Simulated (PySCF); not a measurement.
# C3H7ISi: the cost of one run

Programs: PySCF 2.14.0, with routines of our own; each step states its level. All values are computed. Atoms count from 0.

## Step 1: The system as given

12 atoms, charge 0, multiplicity 1; geometry from: GFN2-xTB.

## Step 2: Relaxing the molecule at PBE0-D3(BJ)/def2-SVP

What the job is given:

```
{"job": {"xc": "PBE0", "basis": "def2-SVP", "d3": "d3bj", "grid": 1, "maxiter": 30, "shake": 0.01, "kind": "geom"}, "charge": 0, "multiplicity": 1}
I      3.270530    -0.084080    -0.774850
Si     1.169920    -0.055910     0.564310
C     -0.166810     1.190900    -0.014180
C     -1.105010     0.041330    -0.265680
C     -0.212120    -1.187670    -0.100050
H      1.582200    -0.105890     1.958320
H      0.113940     1.732390    -0.915790
H     -0.485110     1.929500     0.712570
H     -1.602570     0.091530    -1.227570
H     -1.935220     0.031350     0.493420
H     -0.611110    -1.944020     0.590220
H      0.021050    -1.667710    -1.029740
```

On the command line:

```
$ OMP_NUM_THREADS=1 python heavy_run.py task.json out
```

This one command runs all jobs of the session in turn.

Q: Estimate the wall time and peak memory of this first job on 1 thread of Arm Neoverse V1, shared host.

About 1.8 min, with a peak of 0.52 GiB.
